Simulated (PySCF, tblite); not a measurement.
# C₅H₈FO₂−: geometry, infrared bands and NMR shifts

Wanted: the infrared bands and NMR shifts of C₅H₈FO₂− (`CC[C@H](F)CC(=O)[O-]`), by calculation.

Computed with tblite 0.8.0 and PySCF 2.14.0, with density-fitted response routines of our own, on a single molecule in the gas phase. Atoms count from 0, in the outputs and in this text.

## (1) The starting structure

16 atoms, charge -1, multiplicity 1; geometry from: force field or distance geometry start.

Bonds of the start (Å): C0–C1 1.50, C1–C2 1.53, C2–F3 1.37, C2–C4 1.51, C4–C5 1.52, C5–O6 1.27, C5–O7 1.26, C0–H8 1.10, C0–H9 1.09, C0–H10 1.10, C1–H11 1.09, C1–H12 1.12, C2–H13 1.10, C4–H14 1.09, C4–H15 1.10.

## (2) Relaxing the molecule with GFN2-xTB

The job: settings as JSON, then the geometry in Å.

```
{"job": {"kind": "relax", "xc": "GFN2-xTB", "basis": "xTB"}, "charge": -1, "multiplicity": 1}
C     -2.128200     0.733200    -0.191300
C     -0.772800     0.416200     0.380500
C      0.003200    -0.582600    -0.489000
F     -0.736900    -1.734800    -0.531400
C      1.365900    -0.923700     0.055400
C      2.335400     0.241200    -0.054800
O      3.287100     0.209500     0.780900
O      2.108100     1.101000    -0.945100
H     -2.660400     1.438400     0.459400
H     -2.047900     1.189500    -1.177500
H     -2.753700    -0.167300    -0.283000
H     -0.207500     1.339500     0.510600
H     -0.914500    -0.018400     1.398100
H      0.049900    -0.218500    -1.527800
H      1.779600    -1.752900    -0.519700
H      1.285100    -1.261500     1.099500
```

Run with:

```sh
$ OMP_NUM_THREADS=1 python probes_run.py task.json out
```

The driver reads the jobs from task.json and runs them one after another.

**Question.** This job is followed by: GFN2-xTB harmonic vibrations, gas phase; GIAO PBE0/pcSseg-1 NMR shielding, non-relativistic, gas phase. Predict these results of the whole session: strongest single infrared mode (GFN2-xTB); zero-point energy (GFN2-xTB); 13C shifts against TMS (PBE0/pcSseg-1); 1H shifts against TMS (PBE0/pcSseg-1, means over atoms taken as alike); 19F shifts against CFCl3 (PBE0/pcSseg-1); 17O shifts against H2O (PBE0/pcSseg-1).

**Answer**, as computed:

```
                                                              quantity                                   value
                             strongest single infrared mode (GFN2-xTB)                   1803 cm⁻¹, 687 km/mol
                                          zero-point energy (GFN2-xTB)                           77.6 kcal/mol
                                13C shifts against TMS (PBE0/pcSseg-1)      167.8, 103.3, 50.3, 32.6, 14.0 ppm
1H shifts against TMS (PBE0/pcSseg-1, means over atoms taken as alike)  4.71, 2.56, 2.51, 1.70, 0.94, 0.91 ppm
                              19F shifts against CFCl3 (PBE0/pcSseg-1)                              -228.3 ppm
                                17O shifts against H2O (PBE0/pcSseg-1)                        359.6, 327.5 ppm
```

In words: The optimisation took 59 steps and gained 0.177 eV; among the close pairs (by a distance rule), C4–C5 changed most, from 1.520 to 1.608 Å. The lowest mode is slightly imaginary (17i cm⁻¹), a soft motion within the noise of the Hessian, so the minimum is not strictly shown. The strongest single mode, at 1803 cm⁻¹, moves mainly C5. GFN2-xTB is a fitted tight-binding method: band positions and strengths are rough. Its intensities can rank the bands wrongly. The most deshielded hydrogen is H13 (hydrogen on an sp3 CH bonded to F), at 4.71 ppm: its carbon carries F, which withdraws density.
